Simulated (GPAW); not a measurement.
The system is BiTe.

```xyz
2
Lattice="0.0000 3.2350 3.2350 3.2350 0.0000 3.2350 3.2350 3.2350 0.0000" Properties=species:S:1:pos:R:3 pbc="T T T"
Bi    0.0000    0.0000    0.0000
Te    3.2350    3.2350    3.2350
```

```yaml
Program: GPAW 26.7.0
Task: relaxation of cell and atoms
Functional: rSCAN
Dispersion: D3(BJ)
Potentials_or_basis: GPAW PAW data sets (gpaw-data 1.2.1)
Cutoff: 600 eV
Basis: pw
k_mesh: 5 × 5 × 5
Occupations: fermi-dirac, width 0.05 eV
Spin: no spin polarisation
```

At the start: pressure -1.1 GPa; volume 33.86 Å³/atom.

Task: How do energy, volume and symmetry change on relaxing?

Result: Over 3 steps the energy falls by 2.5 meV/atom and the volume is 33.11 Å³/atom (-2.2 %); space group Fm-3m (No. 225, to 0.05 Å).

Step by step:
| step | energy change (eV) | largest force (eV/Å) | pressure (GPa) | volume (Å³) |
| --- | --- | --- | --- | --- |
| 1 | 0.0000 | 0.0000 | -1.13 | 67.71 |
| 2 | -0.0021 | 0.0000 | -0.87 | 67.36 |
| 3 | -0.0050 | 0.0000 | 0.03 | 66.23 |

Final structure:
```cif
data_structure
_symmetry_space_group_name_H-M 'P 1'
_symmetry_Int_Tables_number 1
_cell_length_a 4.5413
_cell_length_b 4.5413
_cell_length_c 4.5413
_cell_angle_alpha 60.000
_cell_angle_beta 60.000
_cell_angle_gamma 60.000
_cell_volume 66.23
loop_
_atom_site_label
_atom_site_type_symbol
_atom_site_fract_x
_atom_site_fract_y
_atom_site_fract_z
_atom_site_occupancy
Bi1 Bi 0.00000 0.00000 0.00000 1
Te1 Te 0.50000 0.50000 0.50000 1
```

Caveat: later steps reuse the first step's grids; the PAW data sets were made with another functional, which shifts forces and pressure a little; pairwise dispersion overbinds metals, which lowers pressure and volume.
